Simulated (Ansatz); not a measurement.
# TiNCl (singlet): wave-function methods side by side at a displaced geometry (v1), def2-SVP

The task here is to estimate one member of a computed series from the others.

Program: Ansatz 0.2.0, Gaussian basis. Level of theory: def2-SVP, core rule «outside noble gas», up to 15 orbitals frozen. These are calculated values, not measurements.

To be run: UHF; CCSD(T) on RHF; CCSD(T) on UHF; CISD; CCSDT(Q) on RHF; CASSCF and MRCISD+Q, 8 electrons in 8 orbitals; CASSCF and NEVPT2, 8 electrons in 8 orbitals.

9 further runs of the same task are left out: 3 that didn't finish, 6 set aside as unsound or not needed. Runs told in other sessions of the task aren't counted.

**The geometry**

The geometry is a PBE0/def2-TZVP stationary point (not a proven minimum) with its atoms shifted at random (size 0.040 Å).

3 atoms, charge 0, spin multiplicity 1.

Atoms are counted from 1 here; the program's logs count them from 0.

Bond lengths: Ti1–N2 1.540 Å, Ti1–Cl3 2.234 Å. Angles: N2–Ti1–Cl3 117.3°.

Set-up of the first run:

in.yaml

```yaml
crystal:
  periodic: [false, false, false]
  atoms:
    - {symbol: Ti, position_ang: [-0.017048, -0.369739, -0.639214]}
    - {symbol: N, position_ang: [-0.017882, 0.776827, -1.667756]}
    - {symbol: Cl, position_ang: [0.030082, 0.192298, 1.521930]}
basis:
  gaussian: {orbitals: def2-SVP}
magnetization: {spin_polarized: true, initial_magnetization: 0}
hamiltonian: {xc: hf}
output: {orbitals: {seedname: orbitals}}
```

The run is started by

```sh
> ansatz run in.yaml --threads 1 --pin off --events-out ev --progress --plain --max-ram 2393MiB
```

Steps of the session up to this table: UHF; CCSD(T) on RHF; CCSD(T) on UHF; CISD; CCSDT(Q) on RHF; CASSCF and MRCISD+Q, 8 electrons in 8 orbitals; CASSCF and NEVPT2, 8 electrons in 8 orbitals.

One table of the session follows, with a row left open; its other results are not shown here.

| method | from RCCSDT(Q) (kcal/mol) |
| --- | --- |
| RHF | +300.60 |
| UHF | +296.62 |
| RMP2 | +0.64 |
| UMP2 | ? |
| RCCSD | +19.11 |
| UCCSD | +19.26 |
| RCCSD(T) | +2.31 |
| UCCSD(T) | +5.47 |
| RCCSDT | +1.84 |
| RCCSDT(Q) | 0 |
| CASSCF frontier | +173.65 |
| NEVPT2 frontier | +24.72 |
| MRCISD frontier | +16.26 |
| MRCISD+Q frontier | +2.27 |

**Question.** Estimate the row for UMP2.

As computed: from RCCSDT(Q) (kcal/mol): +44.50. In the column «from RCCSDT(Q) (kcal/mol)» it lies between NEVPT2 frontier (+24.72) and CASSCF frontier (+173.65).

Not comparable, so not listed: CISD (they don't share determinant, frozen orbitals or solution with the rows shown, or repeat one).

Limits of these values: The determinant of HF (⟨S²⟩ 0.73) is far from a pure spin state, so its energy mixes those of several spin states; that is harmless only where they are near-degenerate. The determinant of CCSD(T) (⟨S²⟩ 0.73) is far from a pure spin state, so its energy mixes those of several spin states; high orders of coupled cluster remove much of that, low ones don't. The program flags RCCSD(T), UCCSD(T) as in doubt, so read those rows with care; the flags are large difference. Warnings: restricted reference is unstable; spin contamination; large T1 diagnostic. Restricted and unrestricted rows rest on different reference determinants; a gap between their highest levels can come from leftover correlation error, from unlike frozen cores or from another state.
